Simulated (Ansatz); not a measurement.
**BH4NSiZn: a ladder of functionals and wavefunction methods**

An exercise on one series of results from a longer session: the logs are not shown, and one member is left open.

The runs use Ansatz 0.2.0, Gaussian basis; functionals in def2-TZVPP, the program's frozen cores in correlated methods.

The runs, in order: LDA (SPW92), PBE-D4, revPBE-D4, BLYP-D4, r2SCAN-D4, B97M-V, PBE0-D4, B3LYP-D4, r2SCANh-D4, r2SCAN0-D4, HSE06-D4, BHLYP-D4, CAM-B3LYP-D4, LC-ωPBE, ωB97X-V, ωB97M-V, B2PLYP, PBE-QIDH; CCSD(T)/def2-SVP; CCSD(T)/def2-TZVPP; MP2/def2-QZVPP; extrapolation to the limit; RPA on PBE.

### The geometry

The geometry comes from an earlier relaxation with PBE0-D4 in a triple-zeta def2 set; it is a stationary point, not always the lowest conformer.

SMILES `[BH]1N[SiH2][Zn]1`, 8 atoms, charge 0, spin multiplicity 1.

Atoms are counted from 1 here; the program's logs count them from 0.

Bond lengths: B1–N2 1.394 Å, B1–Zn4 2.116 Å, B1–H5 1.194 Å, N2–Si3 1.818 Å, N2–H6 1.017 Å, Si3–Zn4 2.430 Å, Si3–H7 1.497 Å, Si3–H8 1.497 Å. Angles: N2–B1–Zn4 88.3°, N2–B1–H5 125.2°, Zn4–B1–H5 146.5°, B1–N2–Si3 124.2°, B1–N2–H6 118.2°, Si3–N2–H6 117.6°, N2–Si3–Zn4 70.4°, N2–Si3–H7 106.7°, N2–Si3–H8 106.7°, Zn4–Si3–H7 127.3°, Zn4–Si3–H8 127.3°, H7–Si3–H8 104.4°, B1–Zn4–Si3 77.2°.

As a file:

```xyz
8

B    -0.3773    1.1987   -0.9371
N    -0.0375    0.5136    0.2289
Si    0.2955   -1.2724    0.3047
Zn   -0.2436   -0.6386   -1.9784
H    -0.5996    2.3695   -1.0084
H     0.0298    1.0425    1.0954
H     1.6577   -1.4308    0.9059
H    -0.6330   -1.8397    1.3333
```

Set-up of the first run:

File in.yaml:

```yaml
crystal:
  periodic: [false, false, false]
  atoms:
    - {symbol: B, position_ang: [-0.377281, 1.198690, -0.937097]}
    - {symbol: N, position_ang: [-0.037493, 0.513631, 0.228880]}
    - {symbol: Si, position_ang: [0.295541, -1.272358, 0.304695]}
    - {symbol: Zn, position_ang: [-0.243581, -0.638619, -1.978356]}
    - {symbol: H, position_ang: [-0.599615, 2.369515, -1.008364]}
    - {symbol: H, position_ang: [0.029784, 1.042503, 1.095366]}
    - {symbol: H, position_ang: [1.657741, -1.430752, 0.905877]}
    - {symbol: H, position_ang: [-0.632994, -1.839711, 1.333299]}
basis:
  gaussian: {orbitals: def2-TZVPP}
hamiltonian: {xc: lda}
output: {orbitals: {seedname: orbitals}}
```

Command:

```sh
$ ansatz run in.yaml --threads 4 --pin off --events-out ev --progress --plain --max-ram 10444MiB
```

Among the steps run: LDA; PBE-D4 (GGA); revPBE-D4 (GGA); BLYP-D4 (GGA); r2SCAN-D4 (meta-GGA); B97M-V (meta-GGA); B3LYP-D4 (hybrid); r2SCANh-D4 (hybrid); r2SCAN0-D4 (hybrid); HSE06-D4 (hybrid); BHLYP-D4 (hybrid); CAM-B3LYP-D4 (range-separated); LC-ωPBE (range-separated); ωB97X-V (range-separated); ωB97M-V (range-separated); B2PLYP (double hybrid); PBE-QIDH (double hybrid).

One of the session's tables, all rows but one given; the rest of the session is left out.

It belongs to the step «Orbital energies across the functionals». 

```
  functional  HOMO (eV)  LUMO (eV)  gap (eV)
 LDA (SPW92)      -4.98      -2.84      2.14
      PBE-D4      -4.84      -2.67      2.17
   revPBE-D4          ?          ?         ?
     BLYP-D4      -4.70      -2.62      2.08
   r2SCAN-D4      -4.99      -2.47      2.52
      B97M-V      -5.02      -2.72      2.31
     PBE0-D4      -5.72      -1.93      3.78
    B3LYP-D4      -5.56      -2.19      3.37
  r2SCANh-D4      -5.32      -2.20      3.13
  r2SCAN0-D4      -5.83      -1.81      4.02
    HSE06-D4      -5.33      -2.29      3.03
    BHLYP-D4      -6.50      -1.24      5.25
CAM-B3LYP-D4      -6.89      -1.09      5.80
     LC-ωPBE      -8.09      -0.04      8.05
     ωB97X-V      -7.79      -0.12      7.67
     ωB97M-V      -7.65      -0.31      7.34
```

Q: Estimate the row for revPBE-D4 from the others.

As computed: HOMO (eV): -4.78; LUMO (eV): -2.59; gap (eV): 2.18. In the column «HOMO (eV)» it lies between PBE-D4 (-4.84) and BLYP-D4 (-4.70).
